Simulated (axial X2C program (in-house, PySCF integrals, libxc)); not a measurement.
# All-electron X2C curves of RbSi

Aim: find the lowest determinant of RbSi, scan the bond at several levels and fit the constants, once spin-free and once with spin–orbit coupling.

Program: an in-house X2C program for linear molecules on PySCF integrals. Level of theory: all-electron X2C, Rb dyall-cv3z, Si dyall-v3z. These are calculated values, not measurements.

**1. Set-up**

Contents of task.json:

```json
{
 "zs": [
  37,
  14
 ],
 "q": 0,
 "bas": [
  "dyall-cv3z",
  "dyall-v3z"
 ],
 "levels": [
  "PBE0",
  "HF",
  "PBE"
 ],
 "cc": true,
 "r0": 3.26,
 "thr": -2.0,
 "nmax": 90,
 "npts": 10,
 "nst": 2,
 "ntry": 6
}
```

Keys: zs atomic numbers; q charge; bas basis sets; levels methods (HF also brings MP2); cc coupled cluster on or off; r0 starting distance in Å; thr threshold in hartree for freezing inner shells (an s shell follows its p shell); nmax most natural virtual spinors; npts points asked for on the curve; nst determinants followed; ntry starts of the search.

Launch:

```console
python so2c.py task.json out
```

Spin-free means the one-electron spin-free X2C Hamiltonian; two-component (2c) means X2C with spin–orbit coupling and atomic mean-field two-electron Coulomb and Gaunt terms. Basis: Rb dyall-cv3z contracted to [12s13p8d4f1g], Si dyall-v3z contracted to [8s7p2d1f]; Gaussian nuclei, density fitting. Masses: Rb 84.912 u, Si 27.977 u.

Notation: σ, π±, δ± give the projection m of an orbital's angular momentum (0, ±1, ±2), α and β its spin, Λ and M_S the sums; ω is the projection of a spinor's total angular momentum and Ω the sum. Logs are in hartree.

The results follow Hamiltonian by Hamiltonian and level by level.

**2. State search with PBE0**

PBE0 moves the distance from 3.260 Å to 3.153 Å and compares determinants there.

Spin-free determinants:

| ΔE (eV) | state | open shells |
| --- | --- | --- |
| 0.00 | M_S = 3/2, Λ = 0 | beyond closed shells: σα, π+α, π-α |
| 0.45 | M_S = 1/2, Λ = 0 | beyond closed shells: σβ, π+α, π-α |
| 0.99 | M_S = 1/2, Λ = 1 | beyond closed shells: π+α |
| 0.99 | M_S = 1/2, Λ = 2 | beyond closed shells: σα, π+α, π+β |
| 0.99 | M_S = 1/2, Λ = 0 | beyond closed shells: σα, π+β, π-α |
| 1.66 | M_S = 1/2, Λ = 1 | beyond closed shells: π+α, π+β, π-α |
| 2.08 | M_S = 3/2, Λ = 1 | beyond closed shells: 2 × σα, π+α |

Two-component determinants:

```tsv
ΔE (eV)	state	open shells
0.00	Ω = 3/2	excess of +ω over −ω: ω = 3/2
0.45	Ω = 1/2	excess of +ω over −ω: 2 × ω = -1/2, ω = 3/2
0.98	Ω = 1/2	excess of +ω over −ω: ω = 1/2
0.99	Ω = 5/2	excess of +ω over −ω: 2 × ω = 1/2, ω = 3/2
1.01	Ω = 1/2	excess of +ω over −ω: ω = 1/2
3.28	Ω = 7/2	excess of +ω over −ω: ω = 1/2, 2 × ω = 3/2
3.44	Ω = 5/2	excess of +ω over −ω: ω = -1/2, 2 × ω = 3/2
```

**3. PBE0, spin-free**

State followed: M_S = 3/2, Λ = 0 (beyond closed shells: σα, π+α, π-α). The scan is laid around 3.153 Å, a first estimate of the minimum, and this SCF restarts from the orbitals of the search.

Output at 3.153 Å:

```text
spin-free X2C-1e  PBE0
basis functions 174  fitting functions 973  grid points 5084
iter        total energy     max residual
   1      -3270.652802689     1.57e-05
   2      -3270.652802715     1.15e-05
   3      -3270.652802721     4.73e-06
   4      -3270.652802725     7.07e-07
   5      -3270.652802725     1.28e-07
converged
one-electron -4708.51488006  Coulomb 1473.09850226  exact exchange -30.03969790  xc functional -92.13418192  nuclear repulsion 86.93745489
```

Along the bond, energies from the lowest point:

```
R (Å)  E (eV)   μ (D)  HOMO (eV)  LUMO (eV)  iterations
2.743  0.2932   -8.28      -4.03      -1.24          11
2.869  0.1230   -8.78      -4.04      -1.31          10
2.964  0.0493   -9.13      -3.96      -1.35          10
3.058  0.0109   -9.48      -3.89      -1.40           9
3.153  0.0000   -9.82      -3.82      -1.46           5
3.263  0.0138  -10.20      -3.75      -1.51           9
3.374  0.0483  -10.57      -3.69      -1.57           9
3.516  0.1140  -11.01      -3.62      -1.65           9
3.689  0.2138  -11.50      -3.56      -1.74           9
3.941  0.3757  -12.07      -3.49      -1.85          10
```

Dipoles are positive if Si is the positive end.

Outer orbitals at the reference distance:

```
symmetry  occupied  ε (eV)              atomic character
      σα       yes  -35.18                      99% Rb s
      σβ       yes  -35.11                      99% Rb s
     π-α       yes  -18.11                     100% Rb p
     π+α       yes  -18.11                     100% Rb p
      σα       yes  -18.10                      98% Rb p
     π-β       yes  -18.05                     100% Rb p
     π+β       yes  -18.05                     100% Rb p
      σβ       yes  -17.96                      99% Rb p
      σα       yes  -10.91    81% Si s, 8% Rb p, 6% Rb d
      σβ       yes   -8.25    81% Si s, 8% Rb p, 6% Rb d
      σα       yes   -4.07   78% Si p, 14% Rb s, 4% Rb d
     π+α       yes   -3.82    87% Si p, 8% Rb d, 5% Rb p
     π-α       yes   -3.82    87% Si p, 8% Rb d, 5% Rb p
      σα        no   -1.46   68% Rb s, 23% Rb p, 7% Si p
      σβ        no   -1.41  69% Rb s, 17% Si p, 12% Rb p
     π-β        no   -0.40   61% Si p, 30% Rb p, 9% Rb d
     π+β        no   -0.40   61% Si p, 30% Rb p, 9% Rb d
```

PBE0 fields in the half plane through the axis: z from -2.4 to 5.4 Å across, distance from the axis 0.15 to 2.25 Å upwards; Rb lies at z = 0 and Si at z = 3.153 Å; the ELF is damped to zero where the density is low.

log10 density (e/bohr³). Ten even steps from '0' (-4.55 ) to '9' (1.50 ):
```
000011111122222223332222111
001112222222223333333332211
011122333333333334444333221
112233444443333444444433322
112334555554444445555443322
122345566655444455555544332
123445677765444555665554332
123456689866544556886554432
```

ELF. Ten even steps from ' ' (0.00 ) to '@' (0.89 ):
```
                        ..--++**********++++--::..    
                        ..==**##%%%%%%%%####**==::..  
            ..::....    ..==##%%%%@@@@@@%%%%##**==::..
        ..--++****++::    --##@@@@@@@@@@@@@@%%%%**==::
      ..--**%%@@@@%%##::..::##@@@@@@@@@@@@@@@@@@##++--
    ..--**%%@@@@%%@@@@**..::##@@@@**::::**@@@@@@%%**==
    ..==##@@%%::::::%%%%::..##@@**  ====  **@@@@@@##++
    ::++%%@@==##--##==%%--..**%%::--@@@@==::@@@@@@##++
```

Re = 3.150 Å, ωe = 175.2 cm⁻¹, ωexe = 0.682 cm⁻¹, Be = 0.08073 cm⁻¹, De = 1.64 eV, μ = -9.81 D.

**4. HF, spin-free**

The SCF at the reference distance of 3.153 Å:

```text
spin-free X2C-1e  HF
basis functions 174  fitting functions 973  grid points 5084
iter        total energy     max residual
   1      -3268.637714501     1.24e-01
   2      -3268.655809017     3.35e-03
   3      -3268.656384148     1.25e-03
   4      -3268.656510539     8.02e-04
   5      -3268.656557457     5.63e-04
   6      -3268.656594609     2.02e-04
   7      -3268.656599351     8.99e-05
   8      -3268.656599772     4.26e-05
   9      -3268.656599920     2.35e-05
  10      -3268.656600015     9.28e-06
  11      -3268.656600028     2.38e-06
  12      -3268.656600028     4.24e-07
converged
one-electron -4708.17148245  Coulomb 1472.81714891  exact exchange -120.23972137  xc functional 0.00000000  nuclear repulsion 86.93745489
```

Re = 3.276 Å, ωe = 167.8 cm⁻¹, ωexe = 0.584 cm⁻¹, Be = 0.07465 cm⁻¹, De = 1.14 eV, μ = -11.69 D.

**5. PBE, spin-free**

Output at 3.153 Å:

```text
spin-free X2C-1e  PBE
basis functions 174  fitting functions 973  grid points 5084
iter        total energy     max residual
   1      -3270.557903364     4.47e-02
   2      -3270.560189862     3.63e-03
   3      -3270.559156448     5.24e-03
   4      -3270.560789608     7.13e-04
   5      -3270.560815047     2.33e-04
   6      -3270.560817884     7.51e-05
   7      -3270.560818296     1.02e-05
   8      -3270.560818300     3.45e-06
   9      -3270.560818301     7.67e-07
converged
one-electron -4708.24617010  Coulomb 1472.79523800  exact exchange 0.00000000  xc functional -122.04734109  nuclear repulsion 86.93745489
```

Re = 3.158 Å, ωe = 168.4 cm⁻¹, ωexe = 0.718 cm⁻¹, Be = 0.08031 cm⁻¹, De = 1.65 eV, μ = -8.93 D.

**6. Correlated methods, spin-free**

Correlated methods: 13 electrons correlated (frozen shells, counted by type: Rb 3 s, 2 p, 1 d; Si 2 s, 1 p), 233 virtual spinors in MP2, 90 natural virtuals in coupled cluster.

Output of the correlated part at 3.153 Å:

```text
correlated 13  virtual 233  natural virtual 90  E(MP2) -0.268276182  MP2 remainder -0.010168410
iter   CCSD correlation   residual
   1     -0.282293448   1.05e-01
   2     -0.288748264   3.04e-02
   3     -0.288894398   7.30e-03
   4     -0.288911967   2.79e-03
   5     -0.288911885   1.13e-03
   6     -0.288915728   4.03e-04
   7     -0.288918604   1.21e-04
   8     -0.288918460   3.39e-05
   9     -0.288918303   1.35e-05
  10     -0.288918402   5.13e-06
  11     -0.288918438   1.82e-06
  12     -0.288918452   5.73e-07
(T) -0.009807869  T1 0.0103  D1 0.0275  max T2 0.069
```

T1 in the output is the amplitude norm over the root of the electron number; divide by √2 for the Lee–Taylor value.

MP2: Re = 3.165 Å, ωe = 180.6 cm⁻¹, Be = 0.07997 cm⁻¹, De = 1.56 eV.

CCSD: Re = 3.186 Å, ωe = 178.1 cm⁻¹, ωexe = 0.616 cm⁻¹, Be = 0.07892 cm⁻¹, De = 1.49 eV. T1 at Re = 0.007 (Lee–Taylor, the printed value over √2).

CCSD(T): Re = 3.177 Å, ωe = 179.1 cm⁻¹, ωexe = 0.618 cm⁻¹, Be = 0.07937 cm⁻¹, De = 1.52 eV. T1 at Re = 0.007 (Lee–Taylor, the printed value over √2).

**7. A higher determinant, spin-free**

State: M_S = 1/2, Λ = 0 (beyond closed shells: σβ, π+α, π-α).

Output at the reference distance:

```text
spin-free X2C-1e  PBE0
basis functions 174  fitting functions 973  grid points 5084
iter        total energy     max residual
   1      -3270.636326729     3.51e-05
   2      -3270.636326755     3.19e-05
   3      -3270.636326788     4.22e-06
   4      -3270.636326790     1.39e-06
converged
one-electron -4708.38395810  Coulomb 1472.96546884  exact exchange -30.03356773  xc functional -92.12172469  nuclear repulsion 86.93745489
```

```
R (Å)  E above the lowest PBE0 point (eV)
2.743                               0.761
2.869                               0.588
2.964                               0.510
3.058                               0.466
3.153                               0.448
3.263                               0.452
3.374                               0.476
3.516                               0.527
3.689                               0.607
```

Re = 3.188 Å, ωe = 161.5 cm⁻¹, ωexe = 0.739 cm⁻¹, Be = 0.07884 cm⁻¹, μ = -9.52 D. ⟨S²⟩ = 1.77 against 0.75 for a pure state, so this determinant mixes spins. Te = 0.45 eV.

**8. The spin-free curves together**

Energy (eV) of the followed determinant, spin-free, from each level's lowest point:

```
R (Å)   PBE0     HF    MP2   CCSD  CCSD(T)    PBE
2.743  0.293  0.515  0.337    n/a      n/a  0.286
2.869  0.123  0.264  0.146  0.165    0.157  0.122
2.964  0.049  0.142  0.061  0.073    0.068  0.050
3.058  0.011  0.063  0.016  0.021    0.019  0.012
3.153  0.000  0.018  0.000  0.000    0.000  0.000
3.263  0.014  0.000  0.011  0.005    0.008  0.011
3.374  0.048  0.009  0.045  0.035    0.040  0.042
3.516  0.114  0.051  0.114  0.098    0.105  0.101
3.689  0.214  0.131  0.221    n/a      n/a  0.191
3.941  0.376  0.280  0.399    n/a      n/a  0.336
```

**9. PBE0, 2c**

State followed: Ω = 3/2 (excess of +ω over −ω: ω = 3/2). The scan is laid around 3.153 Å, a first estimate of the minimum, and this SCF restarts from the orbitals of the search.

Output at 3.153 Å:

```text
two-component X2C + atomic mean field  PBE0
basis functions 174  fitting functions 973  grid points 5084
iter        total energy     max residual
   1      -3269.534170147     1.56e-05
   2      -3269.534170158     1.53e-05
   3      -3269.534170172     4.27e-06
   4      -3269.534170174     2.82e-06
converged
one-electron -4705.57765087  Coulomb 1472.47968699  exact exchange -30.02780830  xc functional -92.09800848  nuclear repulsion 86.93745489  atomic mean-field constant -1.24784439
```

Along the bond, energies from the lowest point:

```
R (Å)  E (eV)   μ (D)  HOMO (eV)  LUMO (eV)  iterations
2.743  0.2932   -8.28      -4.03      -1.24          11
2.869  0.1230   -8.77      -4.03      -1.31          10
2.964  0.0493   -9.13      -3.95      -1.35          10
3.058  0.0109   -9.47      -3.88      -1.40           9
3.153  0.0000   -9.81      -3.81      -1.46           4
3.263  0.0138  -10.20      -3.75      -1.51           9
3.374  0.0484  -10.56      -3.68      -1.57           9
3.516  0.1140  -11.00      -3.61      -1.65           9
3.689  0.2139  -11.49      -3.55      -1.74           9
3.941  0.3757  -12.06      -3.48      -1.85          10
```

Dipoles are positive if Si is the positive end.

Outer spinors at the reference distance:

```
   ω  occupied  ε (eV)              atomic character     λ mixture
 1/2       yes  -35.18                      99% Rb s        100% σ
-1/2       yes  -35.12                      99% Rb s        100% σ
 1/2       yes  -18.65                      99% Rb p  64% π, 36% σ
-1/2       yes  -18.65                     100% Rb p  74% π, 26% σ
 3/2       yes  -17.82                     100% Rb p        100% π
 1/2       yes  -17.79                      99% Rb p  64% σ, 36% π
-3/2       yes  -17.76                     100% Rb p        100% π
-1/2       yes  -17.71                      99% Rb p  74% σ, 26% π
 1/2       yes  -10.91    81% Si s, 8% Rb p, 6% Rb d        100% σ
-1/2       yes   -8.25    81% Si s, 8% Rb p, 6% Rb d        100% σ
 1/2       yes   -4.07   78% Si p, 14% Rb s, 4% Rb d        100% σ
-1/2       yes   -3.83    87% Si p, 8% Rb d, 5% Rb p        100% π
 3/2       yes   -3.81    87% Si p, 8% Rb d, 5% Rb p        100% π
 1/2        no   -1.46   68% Rb s, 23% Rb p, 7% Si p        100% σ
-1/2        no   -1.41  69% Rb s, 17% Si p, 12% Rb p        100% σ
 1/2        no   -0.41   61% Si p, 30% Rb p, 9% Rb d        100% π
-3/2        no   -0.39   61% Si p, 30% Rb p, 9% Rb d        100% π
```

PBE0 fields in the half plane through the axis: z from -2.4 to 5.4 Å across, distance from the axis 0.15 to 2.25 Å upwards; Rb lies at z = 0 and Si at z = 3.153 Å; the ELF is damped to zero where the density is low.

log10 density (e/bohr³). Ten even steps from '0' (-4.55 ) to '9' (1.50 ):
```
000011111122222223332222111
001112222222223333333332211
011122333333333334444333221
112233444443333444444433322
112334555554444445555443322
122345566655444455555544332
123445677765444555665554332
123456689866544556886554432
```

ELF. Ten even steps from '0' (0.00 ) to '9' (0.89 ):
```
000000000000135666665532100
000000000000146788887764210
000000121100147889998876421
000013566520037999999988642
000136899872127999999999753
001368998996127996226999864
001479822288217960440699975
002589473748316823994299975
```

Re = 3.150 Å, ωe = 175.2 cm⁻¹, ωexe = 0.682 cm⁻¹, Be = 0.08073 cm⁻¹, De = 1.64 eV, μ = -9.80 D.

**10. HF, 2c**

Output at 3.153 Å:

```text
two-component X2C + atomic mean field  HF
basis functions 174  fitting functions 973  grid points 5084
iter        total energy     max residual
   1      -3267.519586601     1.24e-01
   2      -3267.537678416     3.35e-03
   3      -3267.538254544     1.25e-03
   4      -3267.538381156     8.02e-04
   5      -3267.538428135     5.63e-04
   6      -3267.538465318     2.02e-04
   7      -3267.538470082     8.99e-05
   8      -3267.538470504     4.25e-05
   9      -3267.538470653     2.35e-05
  10      -3267.538470747     9.30e-06
  11      -3267.538470760     2.40e-06
  12      -3267.538470761     7.49e-07
converged
one-electron -4705.23391439  Coulomb 1472.19802036  exact exchange -120.19218723  xc functional 0.00000000  nuclear repulsion 86.93745489  atomic mean-field constant -1.24784439
```

Re = 3.276 Å, ωe = 167.8 cm⁻¹, ωexe = 0.584 cm⁻¹, Be = 0.07464 cm⁻¹, De = 1.14 eV, μ = -11.69 D.

**11. PBE, 2c**

Output at 3.153 Å:

```text
two-component X2C + atomic mean field  PBE
basis functions 174  fitting functions 973  grid points 5084
iter        total energy     max residual
   1      -3269.439123728     4.47e-02
   2      -3269.441409645     3.65e-03
   3      -3269.440374973     5.26e-03
   4      -3269.442009402     7.13e-04
   5      -3269.442034847     2.32e-04
   6      -3269.442037672     7.51e-05
   7      -3269.442038085     1.02e-05
   8      -3269.442038089     3.45e-06
   9      -3269.442038090     7.67e-07
converged
one-electron -4705.30895333  Coulomb 1472.17642548  exact exchange 0.00000000  xc functional -121.99912074  nuclear repulsion 86.93745489  atomic mean-field constant -1.24784439
```

Re = 3.158 Å, ωe = 168.4 cm⁻¹, ωexe = 0.718 cm⁻¹, Be = 0.08032 cm⁻¹, De = 1.65 eV, μ = -8.92 D.

**12. Correlated methods, 2c**

Correlated methods: 13 electrons correlated (frozen shells, counted by type: Rb 3 s, 2 p, 1 d; Si 2 s, 1 p), 233 virtual spinors in MP2, 90 natural virtuals in coupled cluster.

Output of the correlated part at 3.153 Å:

```text
correlated 13  virtual 233  natural virtual 90  E(MP2) -0.268270039  MP2 remainder -0.010169625
iter   CCSD correlation   residual
   1     -0.282279879   1.05e-01
   2     -0.288736913   3.04e-02
   3     -0.288883089   7.30e-03
   4     -0.288900685   2.80e-03
   5     -0.288900639   1.14e-03
   6     -0.288904488   4.08e-04
   7     -0.288907394   1.29e-04
   8     -0.288907226   4.98e-05
   9     -0.288906950   3.24e-05
  10     -0.288907071   2.19e-05
  11     -0.288907185   1.35e-05
  12     -0.288907249   7.13e-06
  13     -0.288907239   3.68e-06
(T) -0.009809878  T1 0.0104  D1 0.0275  max T2 0.069
```

MP2: Re = 3.165 Å, ωe = 180.6 cm⁻¹, Be = 0.07997 cm⁻¹, De = 1.56 eV.

CCSD: Re = 3.186 Å, ωe = 178.1 cm⁻¹, ωexe = 0.615 cm⁻¹, Be = 0.07891 cm⁻¹, De = 1.49 eV. T1 at Re = 0.007 (Lee–Taylor, the printed value over √2).

CCSD(T): Re = 3.177 Å, ωe = 179.1 cm⁻¹, ωexe = 0.616 cm⁻¹, Be = 0.07936 cm⁻¹, De = 1.52 eV. T1 at Re = 0.007 (Lee–Taylor, the printed value over √2).

**13. A higher determinant, 2c**

State: Ω = 1/2 (excess of +ω over −ω: 2 × ω = -1/2, ω = 3/2).

Output at the reference distance:

```text
two-component X2C + atomic mean field  PBE0
basis functions 174  fitting functions 973  grid points 5084
iter        total energy     max residual
   1      -3269.517696166     1.20e-05
   2      -3269.517696168     9.94e-06
   3      -3269.517696173     1.06e-06
   4      -3269.517696173     2.81e-07
converged
one-electron -4705.44657142  Coulomb 1472.34649037  exact exchange -30.02167849  xc functional -92.08554713  nuclear repulsion 86.93745489  atomic mean-field constant -1.24784439
```

```
R (Å)  E above the lowest PBE0 point (eV)
2.743                               0.761
2.869                               0.588
2.964                               0.510
3.058                               0.466
3.153                               0.448
3.263                               0.452
3.374                               0.476
3.516                               0.527
3.689                               0.607
```

Re = 3.188 Å, ωe = 161.5 cm⁻¹, ωexe = 0.739 cm⁻¹, Be = 0.07884 cm⁻¹, μ = -9.51 D. Te = 0.45 eV.

**14. The 2c curves together**

Energy (eV) of the followed determinant, 2c, from each level's lowest point:

```
R (Å)   PBE0     HF    MP2   CCSD  CCSD(T)    PBE
2.743  0.293  0.515  0.337    n/a      n/a  0.286
2.869  0.123  0.265  0.146  0.165    0.157  0.122
2.964  0.049  0.142  0.062  0.073    0.068  0.050
3.058  0.011  0.063  0.016  0.021    0.019  0.012
3.153  0.000  0.018  0.000  0.000    0.000  0.000
3.263  0.014  0.000  0.011  0.005    0.008  0.011
3.374  0.048  0.009  0.045  0.035    0.040  0.042
3.516  0.114  0.051  0.114  0.098    0.105  0.101
3.689  0.214  0.131  0.221    n/a      n/a  0.191
3.941  0.376  0.279  0.399    n/a      n/a  0.337
```

The whole job took 3.2 min on 1 thread of Intel Xeon 6975P-C (Granite Rapids), shared host.

**15. Constants**

Lowest determinant that the search found at its distance, spin-free: M_S = 3/2, Λ = 0 (beyond closed shells: σα, π+α, π-α).

Lowest determinant that the search found at its distance, 2c: Ω = 3/2 (excess of +ω over −ω: ω = 3/2).

```csv
Hamiltonian,level,Re (Å),ωe (cm⁻¹),De (eV),μ (D)
spin-free,PBE0,3.150,175.2,1.64,-9.81
spin-free,HF,3.276,167.8,1.14,-11.69
spin-free,MP2,3.165,180.6,1.56,n/a
spin-free,CCSD,3.186,178.1,1.49,n/a
spin-free,CCSD(T),3.177,179.1,1.52,n/a
spin-free,PBE,3.158,168.4,1.65,-8.93
2c,PBE0,3.150,175.2,1.64,-9.80
2c,HF,3.276,167.8,1.14,-11.69
2c,MP2,3.165,180.6,1.56,n/a
2c,CCSD,3.186,178.1,1.49,n/a
2c,CCSD(T),3.177,179.1,1.52,n/a
2c,PBE,3.158,168.4,1.65,-8.92
```

Dipoles are positive if Si is the positive end.

Time per point (s) on 1 thread of Intel Xeon 6975P-C (Granite Rapids), shared host (2c runs; CCSD comes with the CCSD(T) run); the times are rough: PBE0 0.6, HF 0.47, MP2 0.73, CCSD(T) 9.1, PBE 0.35.

In words: At CCSD(T), going from spin-free to two-component changes Re by 0 mÅ, ωe by 0.0 %, which is small (part of it comes from the scalar share of the two-electron terms). De moves by 0.00 eV; both De rest on single-determinant atoms, which can miss part of an open shell's spin–orbit lowering.

De refers to Rb + Si, each in the lowest determinant found, which need not be this curve's own limit. The state is a single determinant with fixed occupations, the lowest that a limited PBE0 search found. Dissociation energies refer to the lowest single-determinant-based atoms at the same level and basis. Density functionals use the spin component along the axis (collinear). Coupled cluster ran in a truncated set of natural virtual spinors; the MP2 energy of the rest was added. With several unpaired electrons one determinant need not be a pure state.
